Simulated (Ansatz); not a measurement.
**BGeHO (quintet): from Hartree-Fock to the top rungs, cc-pVTZ**

The task here is to estimate one member of a computed series from the others.

Computed with Ansatz 0.2.0, Gaussian basis. Level: cc-pVTZ, core rule «outside noble gas», up to 16 orbitals frozen.

To be run: UHF; CCSD(T) on ROHF; CCSD(T) on UHF; BCCD(T) on ROHF; CCSDT(Q) on ROHF; CCSDT(Q) on UHF.

4 further runs of the same task are left out: 4 set aside as unsound or not needed. Runs told in other sessions of the task aren't counted.

## The geometry

The geometry is a PBE0/def2-TZVP stationary point (not a proven minimum) of the parent state, kept for this charge and spin. No spin-orbit coupling is included. The filled d shell of Ge may be among the frozen orbitals whatever the setting's name suggests.

4 atoms, charge 0, spin multiplicity 5.

Atoms are counted from 1 here; the program's logs count them from 0.

Bond lengths: B1–Ge2 2.020 Å, Ge2–O3 1.643 Å, Ge2–H4 1.543 Å. Angles: B1–Ge2–O3 123.0°, B1–Ge2–H4 111.0°, O3–Ge2–H4 126.0°.

Geometry (Å):

```xyz
4

B     0.0000   -0.7741    1.8024
Ge    0.0000    0.2127    0.0397
O     0.0000   -0.5521   -1.4145
H     0.0000    1.7401    0.2613
```

The first run:

in.yaml reads:

```yaml
crystal:
  periodic: [false, false, false]
  atoms:
    - {symbol: B, position_ang: [0.000000, -0.774100, 1.802429]}
    - {symbol: Ge, position_ang: [0.000000, 0.212658, 0.039677]}
    - {symbol: O, position_ang: [0.000000, -0.552059, -1.414527]}
    - {symbol: H, position_ang: [0.000000, 1.740121, 0.261323]}
basis:
  gaussian: {orbitals: cc-pVTZ}
magnetization: {spin_polarized: true, initial_magnetization: 4}
hamiltonian: {xc: hf}
output: {orbitals: {seedname: orbitals}}
```

The run is started by

```
> ansatz run in.yaml --threads 1 --pin off --events-out ev --progress --plain --max-ram 4096MiB --backend cpu
```

Among the steps run: UHF; CCSD(T) on ROHF; CCSD(T) on UHF; BCCD(T) on ROHF; CCSDT(Q) on ROHF; CCSDT(Q) on UHF.

One of the session's tables, all rows but one given; the rest of the session is left out.

It belongs to the step «Misses and costs». 

```
   method  from RCCSDT(Q) (kJ/mol)
     ROHF                  +1018.7
      UHF                   +999.6
     RMP2                   +141.2
     UMP2                   +143.5
    RCCSD                        ?
    UCCSD                    +48.9
 RCCSD(T)                     +8.8
 UCCSD(T)                     +8.7
  BCCD(T)                     +8.1
   RCCSDT                     +2.7
   UCCSDT                     +2.4
RCCSDT(Q)                        0
UCCSDT(Q)                     -0.6
```

**Question.** Estimate the row for RCCSD.

**Answer.** from RCCSDT(Q) (kJ/mol): +49.4. In the column «from RCCSDT(Q) (kJ/mol)» it lies between UCCSD (+48.9) and RMP2 (+141.2).

To keep in mind: Restricted and unrestricted rows rest on different reference determinants; a gap between their highest levels can come from leftover correlation error, from unlike frozen cores or from another state.
